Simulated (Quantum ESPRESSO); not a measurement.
# MnO2 in Quantum ESPRESSO: the effect of Hubbard term

The system is MnO2.

```
Mn O
1.0
     4.39600    0.00000    0.00000
     0.00000    4.39600    0.00000
     0.00000    0.00000    2.87100
Mn O
2 4
Cartesian
  0.0000 0.0000 0.0000
  2.1980 2.1980 1.4355
  1.3276 1.3276 0.0000
  0.8704 3.5256 1.4355
  3.0684 3.0684 0.0000
  3.5256 0.8704 1.4355
```

Alike in all runs:

```yaml
Program: Quantum ESPRESSO 7.5
Task: single point
Functional: LDA
Potentials_or_basis: GBRV 1.5 LDA
Cutoff: 612 eV
Density_cutoff: 4898 eV
k_mesh: 4 × 4 × 7
Occupations: gaussian, width 0.05 eV
Spin: collinear spin, ferromagnetic start
Starting_moments: "[3.0, 3.0, 0.0, 0.0, 0.0, 0.0] μB"
Hubbard_projectors: ortho-atomic
Double: 1
Start_of_the_occupations: atomic
Moments_locked: none
Magnetic_state_asked_for: free
Form_of_the_LDA_correlation: PZ81
```

| Hubbard term | pressure (GPa) | moment (μB) | largest force (eV/Å) |
| --- | --- | --- | --- |
| none | -11.3 | 5.86 | 0.51 |
| Mn d U = 1 eV | -9.8 | 6.00 | 0.55 |
| Mn d U = 2 eV | -8.4 | 6.00 | 0.55 |
| Mn d U = 3 eV | -6.9 | 6.01 | 0.54 |
| Mn d U = 4 eV | ? | ? | ? |
| Mn d U = 5 eV | -1.6 | 6.04 | 0.47 |
| Mn d U = 6 eV | 2.4 | 6.02 | 0.39 |
| Mn d U = 8 eV | 11.5 | 6.02 | 0.22 |

What does the run with Hubbard term Mn d U = 4 eV give?

Pressure -4.8 GPa; moment 6.02 μB; largest force 0.52 eV/Å.

Worked out: A parabola through the other rows of the pressure, of slope 2.79 GPa per eV there, gives -4.3 GPa, against the run's -4.8. The moment follows no smooth curve through the other rows. A parabola through the other rows of the largest force, of slope -0.0375 eV/Å per eV there, gives 0.51 eV/Å, against the run's 0.52.

Caveats: only a ferromagnetic start was run, and an antiferromagnetic order may lie lower in energy.
